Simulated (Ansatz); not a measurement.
# C2H8GaNOS: geometry optimisation

What shape does C2H8GaNOS take? The plan is to relax it.

The runs use Ansatz 0.2.0, Gaussian basis; RKS PBE0-D4/def2-TZVP.

Levels to be run: relaxation at PBE0-D4/def2-TZVP.

1 further run of the same task is left out (set aside as unsound or not needed).

## 1. Where the work starts

SMILES `C[N](C)[Ga]([OH])[SH]`, 14 atoms, charge 0, spin multiplicity 1.

Atoms are counted from 1 here; the program's logs count them from 0.

Bond lengths: C1–N2 1.451 Å, C1–H7 1.096 Å, C1–H8 1.099 Å, C1–H9 1.092 Å, N2–C3 1.451 Å, N2–Ga4 1.877 Å, C3–H10 1.097 Å, C3–H11 1.093 Å, C3–H12 1.095 Å, Ga4–O5 1.745 Å, Ga4–S6 2.221 Å, O5–H13 0.953 Å, S6–H14 1.326 Å. Angles: N2–C1–H7 109.5°, N2–C1–H8 112.4°, N2–C1–H9 109.5°, H7–C1–H8 108.1°, H7–C1–H9 108.3°, H8–C1–H9 108.9°, C1–N2–C3 112.9°, C1–N2–Ga4 122.7°, C3–N2–Ga4 118.7°, N2–C3–H10 112.4°, N2–C3–H11 109.4°, N2–C3–H12 109.6°, H10–C3–H11 108.7°, H10–C3–H12 108.3°, H11–C3–H12 108.3°, N2–Ga4–O5 124.3°, N2–Ga4–S6 124.1°, O5–Ga4–S6 110.5° and more.

As a file:

```csv
atom,x (Å),y (Å),z (Å)
C1,-0.38311,1.66844,0.39675
N2,-0.34105,0.37101,-0.25056
C3,-1.64651,-0.08060,-0.69374
Ga4,0.97265,-0.91284,0.13424
O5,2.55495,-0.54244,0.76993
S6,0.88067,-3.02824,-0.53594
H7,-0.70567,2.42694,-0.32527
H8,-1.07680,1.69002,1.24831
H9,0.61650,1.93230,0.74876
H10,-2.38784,-0.07491,0.11541
H11,-1.56452,-1.09699,-1.08771
H12,-2.00884,0.57159,-1.49547
H13,2.95408,0.25440,1.10888
H14,2.13549,-3.17867,-0.13359
```

The start is a GFN2-xTB geometry.

## 2. Optimising with PBE0-D4/def2-TZVP

Input file in.yaml:

```yaml
crystal:
  periodic: [false, false, false]
  atoms:
    - {symbol: C, position_ang: [-0.383110, 1.668440, 0.396750]}
    - {symbol: N, position_ang: [-0.341050, 0.371010, -0.250560]}
    - {symbol: C, position_ang: [-1.646510, -0.080600, -0.693740]}
    - {symbol: Ga, position_ang: [0.972650, -0.912840, 0.134240]}
    - {symbol: O, position_ang: [2.554950, -0.542440, 0.769930]}
    - {symbol: S, position_ang: [0.880670, -3.028240, -0.535940]}
    - {symbol: H, position_ang: [-0.705670, 2.426940, -0.325270]}
    - {symbol: H, position_ang: [-1.076800, 1.690020, 1.248310]}
    - {symbol: H, position_ang: [0.616500, 1.932300, 0.748760]}
    - {symbol: H, position_ang: [-2.387840, -0.074910, 0.115410]}
    - {symbol: H, position_ang: [-1.564520, -1.096990, -1.087710]}
    - {symbol: H, position_ang: [-2.008840, 0.571590, -1.495470]}
    - {symbol: H, position_ang: [2.954080, 0.254400, 1.108880]}
    - {symbol: H, position_ang: [2.135490, -3.178670, -0.133590]}
basis:
  gaussian: {orbitals: def2-TZVP}
hamiltonian: {xc: pbe0, dispersion: d4}
relax: {f_tol: 0.005, max_steps: 150}
```

On the command line:

```console
$ ansatz run in.yaml --threads 2 --pin off --events-out ev --progress --plain --max-ram 22528MiB --backend cuda --devices 0, --max-vram 18GiB
```

**Question.** What will the summary of the whole plan be? Wanted: point group; shift from the start; total energy; dispersion term; dipole moment.

**Answer**, as computed:

| quantity | value |
| --- | --- |
| point group | Cs |
| steps | 11 |
| shift from the start (rms) | 0.172 Å |
| total energy | -68942.7400 eV |
| dispersion term | -298 meV |
| dipole moment | 2.30 D |

The relaxed geometry lies 0.17 Å (rms) from the start; the bond that changed most is N2–Ga4, from 1.877 to 1.813 Å. No vibrations were run, so it is not proven to be a minimum. The largest Mulliken charge, -0.55 e, sits on O5.
